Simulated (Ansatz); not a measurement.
# VAu (CuPt type): response to moved atoms and strain

Aim: move atoms of VAu (CuPt type) or strain its cell, and read the forces, the stress and the rise in energy. The cell was built by placing the elements on the sites of a structure type; the runs don't test whether it is the stable form.

Program: Ansatz 0.2.0. Level of theory: DFT PBEsol, scalar-relativistic, plane waves, PAW. These are calculated values, not measurements.

1 further run of the same task is left out (it didn't finish).

### 1 Starting point

It takes space group R-3m (No. 166, trigonal). The conventional cell has a = 2.761 Å, b = 2.761 Å, c = 13.706 Å, α = 90.00°, β = 90.00°, γ = 120.00°. V (site symmetry -3m) is surrounded by 6 V at 2.76 Å and 6 Au at 2.79 Å. Au (site symmetry -3m) has 6 Au at 2.76 Å and 6 V at 2.79 Å as nearest neighbours.

As a file:

```cif
data_structure
_symmetry_space_group_name_H-M 'R-3m:H'
_symmetry_Int_Tables_number 166
_cell_length_a 2.7606
_cell_length_b 2.7606
_cell_length_c 13.7056
_cell_angle_alpha 90.000
_cell_angle_beta 90.000
_cell_angle_gamma 120.000
_cell_volume 90.45
loop_
_atom_site_label
_atom_site_type_symbol
_atom_site_symmetry_multiplicity
_atom_site_Wyckoff_symbol
_atom_site_fract_x
_atom_site_fract_y
_atom_site_fract_z
_atom_site_occupancy
V1 V 3 b 0.66667 0.33333 0.83333 1
Au1 Au 3 a 0.00000 0.00000 0.00000 1
```

This cell comes from an earlier session at PBEsol: 15.075 Å³/atom at 0.01 GPa, on a 14×14×14 mesh.

The changes: atom 1 (V) moved 0.08 Å along z.

### 2 Atom 1 (V) moved 0.08 Å along z

Contents of input.yaml:

```yaml
crystal:
  lattice:
    - [1.3802760729, 0.7969027622, 4.5685450492]
    - [-1.3802760729, 0.7969027622, 4.5685450492]
    - [0.0, -1.5938055245, 4.5685450492]
  atoms:
    - { symbol: V, position: [0.5058370152, 0.5058370152, 0.5058370152], spin: 0.05 }
    - { symbol: Au, position: [0.0, 0.0, 0.0] }
basis:
  ecutwfc: 420
  ecutrho_ratio: 4
kpoints:
  mp_grid: { grid: [14, 14, 14] }
hamiltonian:
  xc: pbesol
scf:
  occupations: { method: gaussian, width: 0.05 }
  lower_state_search: "off"
output:
  forces: true
  stress: true
  eigenvalues: true
  populations: true
  write_density: true
  write_potential: true
  elf: true
  volumetric_format: npy
magnetization:
  spin_polarized: true
checkpoint:
  read: start.run
  write: ck
  compress: false
  write_wavefunctions: false
  write_every: 100000
```

start.run holds the converged state of the cell before the atoms were moved.

Command:

```
> ansatz run input.yaml --threads 4 --pin off --max-ram 4096MiB --backend cpu --events-out ev --progress --plain --runs-dir out
```

What does the calculation give? Wanted: for each run, change; change of free energy; largest force; largest change of stress.

The runs gave:

| change | change of free energy (meV/atom) | largest force (eV/Å) | largest change of stress (GPa) |
| --- | --- | --- | --- |
| atom 1 (V) moved 0.08 Å along z | 11.97 | 0.602 | 0.85 |

Moving atom 1 by 0.08 Å meets a restoring force of 0.602 eV/Å along the move, a force constant of about 7.5 eV/Å². No change lowers the energy by more than 0.5 meV/atom; other distortions weren't tried. Spin–orbit coupling is left out, though the cell holds Au; in elements this heavy it can shift levels and gaps by tenths of an eV. A run loses the moments it was seeded with; other starts can end magnetic.
